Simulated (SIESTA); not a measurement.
## Ta3AsAu2O13 in SIESTA: the effect of Hubbard term

Crystal: Ta3AsAu2O13.

```
Ta As Au O
1.0
     5.24237    3.02668    4.14273
    -5.24237    3.02668    4.14273
     0.00000   -6.05337    4.14273
Ta As Au O
3 1 2 13
Direct
  0.23108 0.57229 0.23108
  0.23108 0.23108 0.57229
  0.57229 0.23108 0.23108
  0.55878 0.55878 0.55878
  0.96559 0.96559 0.96559
  0.75105 0.75105 0.75105
  0.40884 0.66762 0.40884
  0.40884 0.40884 0.66762
  0.66762 0.40884 0.40884
  0.49726 0.01313 0.36024
  0.36024 0.49726 0.01313
  0.01313 0.36024 0.49726
  0.36024 0.01313 0.49726
  0.01313 0.49726 0.36024
  0.49726 0.36024 0.01313
  0.10963 0.74806 0.10963
  0.10963 0.10963 0.74806
  0.74806 0.10963 0.10963
  0.30840 0.30840 0.30840
```

The cell was built by a generator and needn't be a form met in nature.

Alike in all runs:

```yaml
Program: SIESTA 5.4.2
Task: density of states
Functional: PBE
Potentials_or_basis: PseudoDojo 0.4 standard (PBE files)
Basis: DZP (energy shift 0.003 Ry; two zetas on semicore shells)
Grid_cutoff: 800 Ry
Energy_shift: 0.003 Ry
k_mesh: 4 × 4 × 4
Occupations: fermi-dirac, width 0.05 eV
Spin: no spin polarisation
Hubbard_projector_method: 1
U_from_the_first_cycle: yes
broadening_eV: 0.1 eV
window_from_eV: -25 eV
window_to_eV: 15 eV
energy_points: 201
```

| Hubbard term | gap on the mesh (eV) | pressure (GPa) | largest force (eV/Å) |
| --- | --- | --- | --- |
| none | ? | ? | ? |
| Au d U = 2 eV, Ta d U = 2 eV | 0.98 | 2.5 | 0.73 |
| Au d U = 4 eV, Ta d U = 4 eV | 1.01 | 3.1 | 0.75 |
| Au d U = 6 eV, Ta d U = 6 eV | 1.03 | 3.8 | 0.81 |

What does the run with Hubbard term none give?

gap on the mesh 0.93 eV; pressure 2.0 GPa; largest force 0.75 eV/Å.

Worked out: A straight line through the other rows of the gap on the mesh, of slope 0.0125 eV per eV, extrapolates to 0.96 eV, against the run's 0.93. A straight line through the other rows of the pressure, of slope 0.325 GPa per eV, extrapolates to 1.8 GPa, against the run's 2.0. A straight line through the other rows of the largest force, of slope 0.02 eV/Å per eV, extrapolates to 0.68 eV/Å, against the run's 0.75.

Caveats: short orbitals over semicore shells can move pressures by several GPa; spin-orbit coupling is left out, which moves the levels of the heavy elements; the basis of atomic orbitals isn't converged, which shifts pressures, moduli and gaps.

A k mesh can miss the band edges.

A gap of «none» marks a metal or a gap under the smearing width.
